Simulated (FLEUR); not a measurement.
# GaGe (F-43m) in FLEUR: a series of runs

One crystal, GaGe, is run at these levels: LDA, PBE; tasks: band structure.

Everything below comes from runs of FLEUR MaX-R8.1 (later development tree). Logs are shortened: lines on timing, memory, paths and dates and some standing lists are left out, and cuts for length are marked.

**1. The crystal as given**

The structure is cubic, space group F-43m (No. 216). Conventional cell: a = 5.796 Å, b = 5.796 Å, c = 5.796 Å, α = 90.00°, β = 90.00°, γ = 90.00°. Ge (site symmetry -43m) is surrounded by 4 Ga at 2.51 Å. Ga (site symmetry -43m) has 4 Ge at 2.51 Å as nearest neighbours.

The cell comes from a database or a generator and needn't be the stable form of this composition.

**2. Band structure, LDA**

The input, inp.xml:

```xml
<?xml version="1.0" encoding="UTF-8" standalone="no"?>
<fleurInput fleurInputVersion="0.39">
   <comment>
      GaGe                                                                                                
   </comment>
   <calculationSetup>
      <cutoffs Kmax="4.52" Gmax="14.0" GmaxXC="14.0" numbands="0"/>
      <scfLoop itmax="60" minDistance="0.00001" maxIterBroyd="15" imix="Anderson" alpha="0.05" precondParam="0.0" spinf="2.0" sdNocoIR="T"/>
      <coreElectrons ctail="T" frcor="F" kcrel="0" coretail_lmax="0"/>
      <xcFunctional name="vwn" relativisticCorrections="F"/>
      <magnetism jspins="1"/>
      <soc l_soc="F" theta="0.0" phi="0.0" spav="F"/>
      <expertModes spex="0" secvar="F"/>
      <geometryOptimization l_f="F" forcealpha="1.0" forcemix="BFGS" epsdisp="0.00001" epsforce="0.00001"/>
      <ldaU l_linMix="F" mixParam="0.05" spinf="1.0"/>
   </calculationSetup>
   <cell>
      <bzIntegration valenceElectrons="43.0" mode="hist" fermiSmearingEnergy="0.00183747">
         <kPointListSelection listName="default-1"/>
         <!-- k-points included here -->
         <xi:include xmlns:xi="http://www.w3.org/2001/XInclude" href="kpts.xml"> </xi:include>
      </bzIntegration>
      <!-- symmetry operations included here -->
      <xi:include xmlns:xi="http://www.w3.org/2001/XInclude" href="sym.xml"> </xi:include>
      <bulkLattice scale="1.0">
         <bravaisMatrix>
[... 35 lines left out ...]
         <lo type="SCLO" l="1" n="3" eDeriv="0"/>
         <lo type="SCLO" l="1" n="3" eDeriv="1"/>
         <lo type="HELO" l="2" n="4" eDeriv="0"/>
         <lo type="HELO" l="2" n="4" eDeriv="1"/>
         <lo type="SCLO" l="3" n="4" eDeriv="2"/>
      </species>
   </atomSpecies>
   <atomGroups>
      <atomGroup species="Germanium (Ge)">
         <relPos label="                   1">.0000000000 .0000000000 .0000000000</relPos>
         <force calculate="T" relaxXYZ="TTT"/>
      </atomGroup>
      <atomGroup species="Gallium (Ga)">
         <relPos label="                   2">1.000/4.000 1.000/4.000 1.000/4.000</relPos>
         <force calculate="T" relaxXYZ="TTT"/>
      </atomGroup>
   </atomGroups>
   <output dos="F" band="F" slice="F">
      <checks vchk="F" cdinf="F"/>
      <bandDOS minEnergy="-.5*Htr" maxEnergy="0.5*Htr" sigma="0.015" storeEVData="T"/>
      <vacuumDOS vacdos="F" integ="F" star="F" nstars="0" locx1="0.0" locy1="0.0" locx2="0.0" locy2="0.0" nstm="0" tworkf="0.0"/>
      <unfoldingBand unfoldBand="F" supercellX="1" supercellY="1" supercellZ="1"/>
      <plotting iplot="0" polar="F">
         <plot TwoD="T" vec1="  1.0  0.0  0.0" vec2="  0.0  1.0  0.0" vec3="  0.0  0.0  1.0" zero="  0.0  0.0  0.0" file="plot"/>
      </plotting>
      <chargeDensitySlicing numkpt="0" minEigenval="0.0" maxEigenval="0.0" nnne="0" pallst="F"/>
      <specialOutput eonly="F"/>
      <moessbauerParams electricFieldGradient="T" isomerShift="T" coreHyperfine="T" valenceHyperfine="T"/>
      <magneticCircularDichroism mcd="F" energyLo="-10.0" energyUp="0.0"/>
   </output>
  <!-- We include the file relax.xml here to enable relaxations (see documentation) -->
  <xi:include xmlns:xi="http://www.w3.org/2001/XInclude" href="relax.xml"> <xi:fallback/> </xi:include>
</fleurInput>
```

The input, crystal.txt:

```
GaGe
&input cartesian=F /
0.0000000000  2.8978440000  2.8978440000
2.8978440000  0.0000000000  2.8978440000
2.8978440000  2.8978440000  0.0000000000
1.8897261246
1.0 1.0 1.0

2
32 0.0000000000  0.0000000000  0.0000000000
31 0.2500000000  0.2500000000  0.2500000000

&kpt div1=8 div2=8 div3=8 gamma=T /
```

The input, inp.xml (bands):

```
<?xml version="1.0" encoding="UTF-8" standalone="no"?>
<fleurInput fleurInputVersion="0.39">
   <comment>
      GaGe                                                                                                
   </comment>
   <calculationSetup>
      <cutoffs Kmax="4.52" Gmax="14.0" GmaxXC="14.0" numbands="0"/>
      <scfLoop itmax="60" minDistance="0.00001" maxIterBroyd="15" imix="Anderson" alpha="0.05" precondParam="0.0" spinf="2.0" sdNocoIR="T"/>
      <coreElectrons ctail="T" frcor="F" kcrel="0" coretail_lmax="0"/>
      <xcFunctional name="vwn" relativisticCorrections="F"/>
      <magnetism jspins="1"/>
      <soc l_soc="F" theta="0.0" phi="0.0" spav="F"/>
      <expertModes spex="0" secvar="F"/>
      <geometryOptimization l_f="F" forcealpha="1.0" forcemix="BFGS" epsdisp="0.00001" epsforce="0.00001"/>
      <ldaU l_linMix="F" mixParam="0.05" spinf="1.0"/>
   </calculationSetup>
   <cell>
      <bzIntegration valenceElectrons="43.0" mode="hist" fermiSmearingEnergy="0.00183747">
         <kPointListSelection listName="path-1"/>
         <!-- k-points included here -->
         <xi:include xmlns:xi="http://www.w3.org/2001/XInclude" href="kpts.xml"> </xi:include>
      </bzIntegration>
      <!-- symmetry operations included here -->
      <xi:include xmlns:xi="http://www.w3.org/2001/XInclude" href="sym.xml"> </xi:include>
      <bulkLattice scale="1.0">
         <bravaisMatrix>
[... 34 lines left out ...]
         <lo type="SCLO" l="0" n="3" eDeriv="0"/>
         <lo type="SCLO" l="1" n="3" eDeriv="0"/>
         <lo type="SCLO" l="1" n="3" eDeriv="1"/>
         <lo type="HELO" l="2" n="4" eDeriv="0"/>
         <lo type="HELO" l="2" n="4" eDeriv="1"/>
         <lo type="SCLO" l="3" n="4" eDeriv="2"/>
      </species>
   </atomSpecies>
   <atomGroups>
      <atomGroup species="Germanium (Ge)">
         <relPos label="                   1">.0000000000 .0000000000 .0000000000</relPos>
         <force calculate="T" relaxXYZ="TTT"/>
      </atomGroup>
      <atomGroup species="Gallium (Ga)">
         <relPos label="                   2">1.000/4.000 1.000/4.000 1.000/4.000</relPos>
         <force calculate="T" relaxXYZ="TTT"/>
      </atomGroup>
   </atomGroups>
   <output dos="F" band="T" slice="F">
      <checks vchk="F" cdinf="F"/>
      <bandDOS minEnergy="-.5*Htr" maxEnergy="0.5*Htr" sigma="0.015" storeEVData="T"/>
      <vacuumDOS vacdos="F" integ="F" star="F" nstars="0" locx1="0.0" locy1="0.0" locx2="0.0" locy2="0.0" nstm="0" tworkf="0.0"/>
      <unfoldingBand unfoldBand="F" supercellX="1" supercellY="1" supercellZ="1"/>
      <plotting iplot="0" polar="F">
         <plot TwoD="T" vec1="  1.0  0.0  0.0" vec2="  0.0  1.0  0.0" vec3="  0.0  0.0  1.0" zero="  0.0  0.0  0.0" file="plot"/>
      </plotting>
      <chargeDensitySlicing numkpt="0" minEigenval="0.0" maxEigenval="0.0" nnne="0" pallst="F"/>
      <specialOutput eonly="F"/>
      <moessbauerParams electricFieldGradient="T" isomerShift="T" coreHyperfine="T" valenceHyperfine="T"/>
      <magneticCircularDichroism mcd="F" energyLo="-10.0" energyUp="0.0"/>
   </output>
  <!-- We include the file relax.xml here to enable relaxations (see documentation) -->
  <xi:include xmlns:xi="http://www.w3.org/2001/XInclude" href="relax.xml"> <xi:fallback/> </xi:include>
</fleurInput>
```

Potentials or basis: all-electron, FLAPW.

Started as:

```sh
$ inpgen -f crystal.txt -profile fastHighL
$ # inp.xml edited to the form shown
$ fleur_MPI
$ fleur_MPI   # second run, on inp.xml (bands)
```

The log of the run:

```text
Welcome to FLEUR        (www.flapw.de)
      MaX-Release 8.1          (www.max-centre.eu)

 ========== k-point set info ==========
 Selected k-point list: default-1
 k-point list type: mesh
 8 x 8 x 8
 Number of k points: 29

 ------------Calculation Setup---------------------------
 Number of MPI-tasks      :            1
 Number of PE/node        :            1
 Number of OMP-threads    :            1
 Most efficient MPI parallelization for:
           1          29
 Additional eigenvalue parallelization possible
 Number of basis functions:          615
 Approximate size of matrices (H+S) per k-point:         0.011 GB
 --------------------------------------------------------
 Iteration:     1   Distance:       5.32941893 me/bohr^3
 Iteration:     2   Distance:       4.86454472 me/bohr^3
 Iteration:     3   Distance:       2.61104931 me/bohr^3
 Iteration:     4   Distance:       0.60943091 me/bohr^3
 Iteration:     5   Distance:       0.54695247 me/bohr^3
 Iteration:     6   Distance:       0.12536635 me/bohr^3
 Iteration:     7   Distance:       0.03888726 me/bohr^3
 Iteration:     8   Distance:       0.02440561 me/bohr^3
 Iteration:     9   Distance:       0.00429961 me/bohr^3
 Iteration:    10   Distance:       0.00385098 me/bohr^3
 Iteration:    11   Distance:       0.00059959 me/bohr^3
 Iteration:    12   Distance:       0.00013563 me/bohr^3
 Iteration:    13   Distance:       0.00011906 me/bohr^3
 Iteration:    14   Distance:       0.00000199 me/bohr^3

 ********************************************************************
 Run finished successfully
 Stop message:
   all done
 ********************************************************************
```

output (bands):

```text
Welcome to FLEUR        (www.flapw.de)
      MaX-Release 8.1          (www.max-centre.eu)

 ========== k-point set info ==========
 Selected k-point list: path-1
 k-point list type: path
 Number of k points: 60

 ------------Calculation Setup---------------------------
 Number of MPI-tasks      :            1
 Number of PE/node        :            1
 Number of OMP-threads    :            1
 Most efficient MPI parallelization for:
           1           2           3           4           5           6          10          12          15          20          30          60
 Additional eigenvalue parallelization possible
 Number of basis functions:          617
 Approximate size of matrices (H+S) per k-point:         0.011 GB
 --------------------------------------------------------
 Fermi energy correction for metals:
 Fermi energy in bands.* files may not be consistent with last density.
 Please correct it manually (e.g. in band.gnu file).

 Note: Band structure data (together with different weights) is also stored in the banddos.hdf file.
       A convenient way of extracting and plotting the data from that file is by making use of the

 ********************************************************************
 Run finished successfully
 Stop message:
   Charge density postprocessing done.
 ********************************************************************
```

out.xml (last iteration):

```text
<iteration numberForCurrentRun="   14" overallNumber="   14">
         <energyParameters units="Htr">
            <atomicEP atomType="1" spin="1" branch="4s" branchLowest="-5.81" branchHighest="0.91" value="-0.1989131073"/>
            <atomicEP atomType="1" spin="1" branch="4p" branchLowest="-3.89" branchHighest="1.61" value="0.0210931877"/>
            <atomicEP atomType="1" spin="1" branch="3d" branchLowest="-9.99" branchHighest="-0.71" value="-0.7320483953"/>
            <atomicEP atomType="1" spin="1" branch="4f" branchLowest="-9.99" branchHighest="3.53" value="0.3835405048"/>
            <loAtomicEP atomType="1" spin="1" branch="3s" branchLowest="-49.96" branchHighest="-5.81" value="-5.8154064751"/>
            <loAtomicEP atomType="1" spin="1" branch="3p" branchLowest="-43.66" branchHighest="-3.89" value="-3.8934074217"/>
            <loAtomicEP atomType="1" spin="1" branch="3p" branchLowest="-43.66" branchHighest="-3.89" value="-3.8934074217"/>
            <heloAtomicEP atomType="1" spin="1" branch="4d" branchLowest="2.04" branchHighest="2.04" value="2.0412654653"/>
            <heloAtomicEP atomType="1" spin="1" branch="4d" branchLowest="2.04" branchHighest="2.04" value="2.0412654653"/>
            <loAtomicEP atomType="1" spin="1" branch="4f" branchLowest="-9.99" branchHighest="3.53" value="0.3835430679"/>
            <atomicEP atomType="2" spin="1" branch="4s" branchLowest="-5.09" branchHighest="1.18" value="-0.1181838852"/>
            <atomicEP atomType="2" spin="1" branch="4p" branchLowest="-3.29" branchHighest="1.86" value="0.0694193098"/>
            <atomicEP atomType="2" spin="1" branch="3d" branchLowest="-9.99" branchHighest="-0.33" value="-0.3793770903"/>
            <atomicEP atomType="2" spin="1" branch="4f" branchLowest="-9.99" branchHighest="3.65" value="0.4162160246"/>
            <loAtomicEP atomType="2" spin="1" branch="3s" branchLowest="-45.96" branchHighest="-5.09" value="-5.0871056929"/>
            <loAtomicEP atomType="2" spin="1" branch="3p" branchLowest="-40.01" branchHighest="-3.29" value="-3.2960755069"/>
            <loAtomicEP atomType="2" spin="1" branch="3p" branchLowest="-40.01" branchHighest="-3.29" value="-3.2960755069"/>
            <heloAtomicEP atomType="2" spin="1" branch="4d" branchLowest="2.22" branchHighest="2.22" value="2.2232269208"/>
            <heloAtomicEP atomType="2" spin="1" branch="4d" branchLowest="2.22" branchHighest="2.22" value="2.2232269208"/>
            <loAtomicEP atomType="2" spin="1" branch="4f" branchLowest="-9.99" branchHighest="3.65" value="0.4162184735"/>
         </energyParameters>
         <eigenvalues>
            <eigenvaluesAt spin="1" ikpt="1" k_x="0.00000000" k_y="0.00000000" k_z="0.00000000">
                      -5.8154048447       -5.0871024920       -3.8912988350       -3.8912988350       -3.8912988350
                      -3.2943720884       -3.2943720884       -3.2943720884       -0.7404046341       -0.7404046341
                      -0.7404046341       -0.7396835420       -0.7396835420       -0.3862867307       -0.3862867307
                      -0.3862867307       -0.3840768576       -0.3840768576       -0.2453418194        0.2050792191
                       0.2050792191        0.2050792191        0.2117596037        0.3028204838        0.3028204838
                       0.3028204838        0.4213320279        0.5396427917        0.5396427917        0.5731617824
[... 57 lines left out ...]
         <moessbauerParams unitsHFF="kG" unitsIS="e/bohr^3" unitsEFG="Htr/bohr^2">
            <coreIsomerShift atomType="1" isTotal="31298.72074">
               <shell n="1" l="0" isomerShift="28416.62506"/>
               <shell n="2" l="0" isomerShift="2856.96099"/>
               <shell n="2" l="1" isomerShift="25.13469"/>
            </coreIsomerShift>
            <coreIsomerShift atomType="2" isTotal="27860.97142">
               <shell n="1" l="0" isomerShift="25320.56729"/>
               <shell n="2" l="0" isomerShift="2519.77001"/>
               <shell n="2" l="1" isomerShift="20.63411"/>
            </coreIsomerShift>
            <isomerShift atomType="1" nucleusRadius="0.0000986" averageDensity="31769.42726"/>
            <isomerShift atomType="2" nucleusRadius="0.0000972" averageDensity="28263.35347"/>
            <electricFieldGradient atomType="1" VXX="0.00000" VYY="0.00000" VZZ="0.00000" asymParam="0.00000">
            </electricFieldGradient>
            <electricFieldGradient atomType="2" VXX="0.00000" VYY="0.00000" VZZ="0.00000" asymParam="0.00000">
            </electricFieldGradient>
         </moessbauerParams>
         <totalEnergy                                    value="    -4037.5101443016" units="Htr">
            <sumOfEigenvalues                            value="    -2323.1781703946">
               <coreElectrons value="-2246.9099972096"/>
               <valenceElectrons value="-76.2681731850"/>
            </sumOfEigenvalues>
            <densityCoulombPotentialIntegral value="-6242.7484793433"/>
            <densityEffectivePotentialIntegral value="-6440.8878631409"/>
            <chargeDenXCDenIntegral value="-149.6072389871"/>
            <FockExchangeEnergyValence value="0.0000000000"/>
            <FockExchangeEnergyCore value="0.0000000000"/>
            <atomTypeDependentContributions atomType="1">
               <electronNucleiInteractionDifferentMTs value="2520.1500938544"/>
               <MadelungTerm value="-15.8128675143"/>
            </atomTypeDependentContributions>
            <atomTypeDependentContributions atomType="2">
               <electronNucleiInteractionDifferentMTs value="2334.4381831691"/>
               <MadelungTerm value="-13.8372138514"/>
            </atomTypeDependentContributions>
            <tkbTimesEntropy value="0.0003136057"/>
            <freeEnergy value="-4037.5104579073"/>
            <extrapolationTo0K value="-4037.5103011045"/>
         </totalEnergy>
         <densityConvergence units="me/bohr^3">
            <chargeDensity spin="1" distance="0.0000019891"/>
         </densityConvergence>
      </iteration>
```

Wall time 63 s (1 thread of Intel Xeon 6975P-C (Granite Rapids), shared host); peak memory 0.07 GiB.

Results:

```yaml
Free_energy: -109866.2565 eV
Band_gap_along_the_path: none (metal or under the smearing width)
Valence_electrons_inside_the_program's_atomic_spheres: Ge 19.96; Ga 19.21 (radii Ge 2.17, Ga 2.17 bohr)
```

Levels at the corners of the path, in eV from the Fermi level:
```tsv
point	band 18	band 19	band 20	band 21	band 22	band 23	band 24	band 25	band 26	band 27
Γ	-14.35	-10.57	1.68	1.68	1.68	1.87	4.34	4.34	4.34	7.57
X	-14.34	-7.57	-5.86	-1.25	-1.25	2.28	2.39	10.91	10.91	12.10
W	-14.35	-7.49	-5.71	-2.15	-2.04	5.71	5.78	6.07	6.43	11.97
K	-14.34	-7.65	-5.64	-2.52	-0.81	2.74	5.54	8.64	8.83	9.44
Γ	-14.35	-10.57	1.68	1.68	1.68	1.87	4.34	4.34	4.34	7.57
L	-14.34	-8.62	-5.40	0.38	0.38	1.95	5.34	5.34	8.12	11.30
U	-14.34	-7.65	-5.64	-2.52	-0.81	2.74	5.54	8.64	8.83	9.44
W	-14.35	-7.49	-5.71	-2.15	-2.04	5.71	5.78	6.07	6.43	11.97
L	-14.34	-8.62	-5.40	0.38	0.38	1.95	5.34	5.34	8.12	11.30
K	-14.34	-7.65	-5.64	-2.52	-0.81	2.74	5.54	8.64	8.83	9.44
U	-14.34	-7.65	-5.64	-2.52	-0.81	2.74	5.54	8.64	8.83	9.44
X	-14.34	-7.57	-5.86	-1.25	-1.25	2.28	2.39	10.91	10.91	12.10
```

Core levels (eV from the Fermi level):
```tsv
atom	levels
1 Ge	1s1/2 -10932.6, 2s1/2 -1363.5, 2p1/2 -1213.6, 2p3/2 -1181.7
2 Ga	1s1/2 -10203.0, 2s1/2 -1254.6, 2p1/2 -1111.4, 2p3/2 -1083.8
```

**3. Band structure, PBE**

Changes to inp.xml since step 2:

```diff
@@ -9,3 +9,3 @@
       <coreElectrons ctail="T" frcor="F" kcrel="0" coretail_lmax="0"/>
-      <xcFunctional name="vwn" relativisticCorrections="F"/>
+      <xcFunctional name="pbe" relativisticCorrections="F"/>
       <magnetism jspins="1"/>
```

crystal.txt is that of step 2.

Changes to inp.xml (bands) since step 2:

```diff
@@ -9,3 +9,3 @@
       <coreElectrons ctail="T" frcor="F" kcrel="0" coretail_lmax="0"/>
-      <xcFunctional name="vwn" relativisticCorrections="F"/>
+      <xcFunctional name="pbe" relativisticCorrections="F"/>
       <magnetism jspins="1"/>
```

Potentials or basis: all-electron, FLAPW.

Started as:

```sh
$ inpgen -f crystal.txt -profile fastHighL
$ # inp.xml edited to the form shown
$ fleur_MPI
$ fleur_MPI   # second run, on inp.xml (bands)
```

It took 73 s on 1 thread of Intel Xeon 6975P-C (Granite Rapids), shared host; peak memory 0.08 GiB.

The run converged. Its results:

```
Free energy                                           : -110020.7313 eV
Band gap along the path                               : none (metal or under the smearing width)
Valence electrons inside the program's atomic spheres : Ge 19.95; Ga 19.19 (radii Ge 2.17, Ga 2.17 bohr)
```

Levels at the corners of the path, in eV from the Fermi level:
| point | band 18 | band 19 | band 20 | band 21 | band 22 | band 23 | band 24 | band 25 | band 26 | band 27 |
| --- | --- | --- | --- | --- | --- | --- | --- | --- | --- | --- |
| Γ | -14.26 | -10.53 | 1.69 | 1.69 | 1.69 | 2.08 | 4.36 | 4.36 | 4.36 | 7.70 |
| X | -14.25 | -7.52 | -5.81 | -1.25 | -1.25 | 2.33 | 2.43 | 11.02 | 11.02 | 12.25 |
| W | -14.26 | -7.44 | -5.65 | -2.15 | -2.03 | 5.77 | 5.81 | 6.15 | 6.46 | 12.07 |
| K | -14.25 | -7.60 | -5.59 | -2.52 | -0.82 | 2.79 | 5.59 | 8.74 | 8.88 | 9.51 |
| Γ | -14.26 | -10.53 | 1.69 | 1.69 | 1.69 | 2.08 | 4.36 | 4.36 | 4.36 | 7.70 |
| L | -14.26 | -8.57 | -5.36 | 0.38 | 0.38 | 2.07 | 5.34 | 5.34 | 8.20 | 11.44 |
| U | -14.25 | -7.60 | -5.59 | -2.52 | -0.82 | 2.79 | 5.59 | 8.74 | 8.88 | 9.51 |
| W | -14.26 | -7.44 | -5.65 | -2.15 | -2.03 | 5.77 | 5.81 | 6.15 | 6.46 | 12.07 |
| L | -14.26 | -8.57 | -5.36 | 0.38 | 0.38 | 2.07 | 5.34 | 5.34 | 8.20 | 11.44 |
| K | -14.25 | -7.60 | -5.59 | -2.52 | -0.82 | 2.79 | 5.59 | 8.74 | 8.88 | 9.51 |
| U | -14.25 | -7.60 | -5.59 | -2.52 | -0.82 | 2.79 | 5.59 | 8.74 | 8.88 | 9.51 |
| X | -14.25 | -7.52 | -5.81 | -1.25 | -1.25 | 2.33 | 2.43 | 11.02 | 11.02 | 12.25 |

Core levels (eV from the Fermi level):
```csv
atom,levels
1 Ge,"1s1/2 -10952.8, 2s1/2 -1366.0, 2p1/2 -1214.4, 2p3/2 -1182.5"
2 Ga,"1s1/2 -10222.4, 2s1/2 -1257.0, 2p1/2 -1112.2, 2p3/2 -1084.5"
```
